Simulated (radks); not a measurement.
# K⁺ in [Ne] 3s1 3p6 4p1: an all-electron calculation

Aim: the levels, the sizes of the orbitals and the parts of the energy of the potassium ion K+.

The numbers are computed with radks (a radial shooting solver on a logarithmic mesh, Libxc functionals) version 1 (Dirac Kohn-Sham, PBE, spin-unpolarised, spherical densities, finite nucleus; open shells fill j = l - 1/2 first), except any that are marked as measured or tabulated.

**1. The atom as given**

| Item | Value |
| --- | --- |
| element | potassium (Z = 19) |
| charge | +1 |
| electrons | 18 |
| configuration | [Ne] 3s1 3p6 4p1 |
| nuclear rms radius | 3.4349 fm |

**2. The calculation**

Settings of this run:

```text
Z 19
configuration [Ne] 3s1 3p6 4p1 4s0 3d0 5p0 4f0
relativity Dirac
functional pbe,pbe
spin unpolarised
j_filling energy
nucleus finite rms 3.4349 fm
c 137.035999084
```

Launch:

```sh
python run_ks.py task.json out
```

This one command runs every case of the session in turn.

What does the calculation give?

As calculated:

| quantity | value |
| --- | --- |
| total energy | -600.44134 hartree |
| exchange-correlation share of it | 5.46 % |
| −T/E | 1.0070 |
| highest occupied level | 4p1/2, -6.372 eV |
| most extended occupied level | 4p1/2, <r> = 4.51 bohr |
| radius at density 0.001 e/bohr³ | 4.57 bohr |
| maxima of the radial density | 3 |

What this shows: The radial density shows 3 maxima for 4 occupied principal shells; where shells overlap, one shows as a shoulder or not at all. −T/E is 1.007: with relativity the kinetic term as defined here no longer equals −E. This is not the tabulated ground configuration, so its levels and sizes aren't those of the ground state, and no measured value stands beside it.
